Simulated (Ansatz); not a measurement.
# C₂H₅Cl₃OSi: how energies converge with the basis set

How large a basis does C₂H₅Cl₃OSi need? Two functionals are run in growing sets.

Program: Ansatz 0.2.0, Gaussian basis. Level of theory: one geometry, several basis sets. These are calculated values, not measurements.

Plan: PBE0-D4/def2-SVP; ωB97M-V/def2-SVP; PBE0-D4/def2-QZVPP; ωB97M-V/def2-QZVPP; the functionals' def2-TZVPP values are taken from earlier runs.

### Step 1. The relaxed structure

An earlier PBE0-D4 in a triple-zeta def2 set relaxation fixed the geometry.

12 atoms, charge 0, spin multiplicity 1.

Atoms are counted from 1 here; the program's logs count them from 0.

Bond lengths: C1–C2 1.505 Å, C1–H8 1.091 Å, C1–H9 1.092 Å, C1–H10 1.091 Å, C2–O3 1.427 Å, C2–H11 1.095 Å, C2–H12 1.095 Å, O3–Si4 1.607 Å, Si4–Cl5 2.034 Å, Si4–Cl6 2.018 Å, Si4–Cl7 2.034 Å. Angles: C2–C1–H8 110.7°, C2–C1–H9 109.9°, C2–C1–H10 110.7°, H8–C1–H9 108.5°, H8–C1–H10 108.5°, H9–C1–H10 108.5°, C1–C2–O3 108.8°, C1–C2–H11 110.9°, C1–C2–H12 110.9°, O3–C2–H11 109.1°, O3–C2–H12 109.1°, H11–C2–H12 108.0°, C2–O3–Si4 126.2°, O3–Si4–Cl5 111.0°, O3–Si4–Cl6 107.4°, O3–Si4–Cl7 111.0°, Cl5–Si4–Cl6 109.8°, Cl5–Si4–Cl7 107.8° and more.

### Step 2. PBE0-D4 in def2-SVP

in.yaml

```yaml
crystal:
  periodic: [false, false, false]
  atoms:
    - {symbol: C, position_ang: [0.609295, 1.652364, 0.870504]}
    - {symbol: C, position_ang: [-0.319718, 0.564818, 0.400933]}
    - {symbol: O, position_ang: [0.437603, -0.409012, -0.316440]}
    - {symbol: Si, position_ang: [-0.137365, -1.744982, -1.000082]}
    - {symbol: Cl, position_ang: [-1.014518, -2.952205, 0.381446]}
    - {symbol: Cl, position_ang: [1.419464, -2.702866, -1.855791]}
    - {symbol: Cl, position_ang: [-1.532850, -1.300286, -2.410845]}
    - {symbol: H, position_ang: [1.379294, 1.243928, 1.527173]}
    - {symbol: H, position_ang: [0.047696, 2.408972, 1.423058]}
    - {symbol: H, position_ang: [1.097859, 2.134276, 0.021977]}
    - {symbol: H, position_ang: [-1.095683, 0.970319, -0.256916]}
    - {symbol: H, position_ang: [-0.814278, 0.079675, 1.249082]}
basis:
  gaussian: {orbitals: def2-SVP}
hamiltonian: {xc: pbe0, dispersion: d4}
output: {orbitals: {seedname: orbitals}}
```

The run is started by

```console
ansatz run in.yaml --threads 8 --pin off --events-out ev --progress --plain --max-ram 20889MiB
```

The log of the run:

```text
Functional definition: PBE0
  name "PBE0"
  cite "Adamo & Barone, J. Chem. Phys. 110, 6158 (1999) doi:10.1063/1.478522"
  cite "Perdew, Burke & Ernzerhof, Phys. Rev. Lett. 77, 3865 (1996) doi:10.1103/PhysRevLett.77.3865"
  parent pbe
  parameter a = 0.25
  parameter kappa = 0.804
  parameter beta = 0.06672455060314922
  exchange = (1 - a)*pbe_x(kappa = kappa, mu = beta*pi^2/3) + a*exact_x
  correlation = pbe_c(beta = beta)
1320 factors; integrals over basis functions are off by at most 1.1e-3 eV
mean field evaluation 1: about -49610.0092 eV, gradient 5.1e1 eV
mean field evaluation 2: about -49604.6816 eV, gradient 7.4e1 eV
mean field evaluation 4: about -49615.6460 eV, gradient 2.9e0 eV
mean field evaluation 8: about -49615.8623 eV, gradient 2.6e-1 eV
mean field evaluation 16: about -49615.8624 eV, gradient 4.4e-5 eV
mean field -49615.86242353 eV, -1823.3493132253 hartree, gradient 4.3e-5 eV, S^2 0.000000; 0 other end points of the search recorded, 0 dependent functions left out
reference -49615.86245140 eV, -1823.3493142495 hartree; 45, 45 occupied and 94, 94 virtual orbitals, 1320 factors
Total energy: -49616.20811696 eV, -1823.3620172246 hartree
```

It took 2.7 s on 8 threads of Intel Xeon at 2.50GHz, shared host.

### Step 3. ωB97M-V in def2-SVP

Edit in.yaml of step 2 so:

```diff
@@ -17,3 +17,3 @@
   gaussian: {orbitals: def2-SVP}
-hamiltonian: {xc: pbe0, dispersion: d4}
+hamiltonian: {xc: {name: wB97M-V}}
 output: {orbitals: {seedname: orbitals}}
```

The command is unchanged.

The log of the run, shortened:

```text
Functional definition: wB97M-V
  name "wB97M-V"
  cite "Mardirossian & Head-Gordon, J. Chem. Phys. 144, 214110 (2016) doi:10.1063/1.4952647"
  cite "Becke, J. Chem. Phys. 107, 8554 (1997) doi:10.1063/1.475007"
  cite "Vydrov & Van Voorhis, J. Chem. Phys. 133, 244103 (2010) doi:10.1063/1.3521275"
  # Of w^i u^j: cxij and so on, Table III.
[...]
  gx(w, u) = 1 - cx + cx01*u + cx10*w
  gss(w, u) = css00 + css04*u^4 + css10*w + css20*w^2 + css43*w^4*u^3
  gos(w, u) = cos00 + cos10*w + (cos20 + cos21*u)*w^2 + (cos60 + cos61*u)*w^6
[...]
      + integral(e_c_pw_mod_opposite_spin*gos(b97_w_opposite, b97_u_opposite)) + vv10(b, c)
1320 factors; integrals over basis functions are off by at most 1.1e-3 eV
348 factors; integrals over basis functions are off by at most 7.2e-6 eV
[...]
mean field -49632.43565909 eV, -1823.9583683982 hartree, gradient 3.6e-5 eV, S^2 0.000000; 0 other end points of the search recorded, 0 dependent functions left out
reference -49632.43569980 eV, -1823.9583698944 hartree; 45, 45 occupied and 94, 94 virtual orbitals, 1320 factors
Total energy: -49632.43569980 eV, -1823.9583698944 hartree
```

Wall time 7 s (8 threads of Intel Xeon at 2.50GHz, shared host).

### Step 4. PBE0-D4 in def2-QZVPP

Edit in.yaml of step 3 so:

```diff
@@ -16,4 +16,4 @@
 basis:
-  gaussian: {orbitals: def2-SVP}
-hamiltonian: {xc: {name: wB97M-V}}
+  gaussian: {orbitals: "def2-QZVPP.json"}
+hamiltonian: {xc: pbe0, dispersion: d4}
 output: {orbitals: {seedname: orbitals}}
```

Launched as before.

The log of the run:

```text
Functional definition: PBE0
  name "PBE0"
  cite "Adamo & Barone, J. Chem. Phys. 110, 6158 (1999) doi:10.1063/1.478522"
  cite "Perdew, Burke & Ernzerhof, Phys. Rev. Lett. 77, 3865 (1996) doi:10.1103/PhysRevLett.77.3865"
  parent pbe
  parameter a = 0.25
  parameter kappa = 0.804
  parameter beta = 0.06672455060314922
  exchange = (1 - a)*pbe_x(kappa = kappa, mu = beta*pi^2/3) + a*exact_x
  correlation = pbe_c(beta = beta)
2313 factors; their error is unknown
mean field evaluation 1: about -49630.0046 eV, gradient 6.4e1 eV
mean field evaluation 2: about -49620.6841 eV, gradient 9.4e1 eV
mean field evaluation 4: about -49638.2082 eV, gradient 4.4e0 eV
mean field evaluation 8: about -49638.2444 eV, gradient 1.3e-1 eV
mean field evaluation 16: about -49638.2898 eV, gradient 2.9e-4 eV
mean field -49638.28976234 eV, -1824.1735027246 hartree, gradient 2.7e-5 eV, S^2 0.000000; 0 other end points of the search recorded, 0 dependent functions left out
reference -49638.28980560 eV, -1824.1735043144 hartree; 45, 45 occupied and 556, 556 virtual orbitals, 2313 factors
Total energy: -49638.63547116 eV, -1824.1862072896 hartree
```

It took 27 s on 8 threads of Intel Xeon at 2.50GHz, shared host; peak memory 3.9 GiB.

### Step 5. ωB97M-V in def2-QZVPP

Edit in.yaml of step 4 so:

```diff
@@ -17,3 +17,3 @@
   gaussian: {orbitals: "def2-QZVPP.json"}
-hamiltonian: {xc: pbe0, dispersion: d4}
+hamiltonian: {xc: {name: wB97M-V}}
 output: {orbitals: {seedname: orbitals}}
```

Launched as before.

The log of the run, shortened:

```text
Functional definition: wB97M-V
  name "wB97M-V"
  cite "Mardirossian & Head-Gordon, J. Chem. Phys. 144, 214110 (2016) doi:10.1063/1.4952647"
  cite "Becke, J. Chem. Phys. 107, 8554 (1997) doi:10.1063/1.475007"
  cite "Vydrov & Van Voorhis, J. Chem. Phys. 133, 244103 (2010) doi:10.1063/1.3521275"
  # Of w^i u^j: cxij and so on, Table III.
[...]
  gx(w, u) = 1 - cx + cx01*u + cx10*w
  gss(w, u) = css00 + css04*u^4 + css10*w + css20*w^2 + css43*w^4*u^3
  gos(w, u) = cos00 + cos10*w + (cos20 + cos21*u)*w^2 + (cos60 + cos61*u)*w^6
[...]
      + integral(e_c_pw_mod_opposite_spin*gos(b97_w_opposite, b97_u_opposite)) + vv10(b, c)
2245 factors; their error is unknown
433 factors; integrals over basis functions are off by at most 2.7e-5 eV
[...]
mean field -49654.79171989 eV, -1824.7799384794 hartree, gradient 1.8e-5 eV, S^2 0.000000; 0 other end points of the search recorded, 0 dependent functions left out
reference -49654.79178592 eV, -1824.7799409057 hartree; 45, 45 occupied and 556, 556 virtual orbitals, 2245 factors
Total energy: -49654.79178592 eV, -1824.7799409057 hartree
```

Wall time 47 s (8 threads of Intel Xeon at 2.50GHz, shared host); peak memory 4.4 GiB.

### Step 6. Functionals by basis

The def2-TZVPP values come from earlier runs at the same geometry.

```csv
functional,basis,functions,energy (eV),from the largest (eV),HOMO (eV),LUMO (eV)
PBE0-D4,def2-SVP,139,-49616.2081,22.427,-8.87,0.59
PBE0-D4,def2-TZVPP,331,-49637.0275,1.608,-8.93,0.16
PBE0-D4,def2-QZVPP,601,-49638.6355,0.000,-8.96,-0.05
ωB97M-V,def2-SVP,139,-49632.4357,22.356,-11.18,2.79
ωB97M-V,def2-TZVPP,331,-49653.2644,1.527,-11.29,2.20
ωB97M-V,def2-QZVPP,601,-49654.7918,0.000,-11.33,1.62
```

### Step 7. Summary of results

```
                                       quantity           value
PBE0-D4: double and triple zeta above quadruple  22.43, 1.61 eV
ωB97M-V: double and triple zeta above quadruple  22.36, 1.53 eV
```

What this shows: For PBE0-D4 the step from double to triple zeta gains 20.82 eV and the next only 1.61 eV. These are total energies; as a rule much of such shifts cancels in differences, which this series doesn't test. The LUMO of ωB97M-V is positive and keeps falling with the basis (2.79 to 1.62 eV): an unbound level that the basis holds in place.

For PBE0-D4 the largest set took about 10 times as long as the smallest (27 s against 2.7 s).
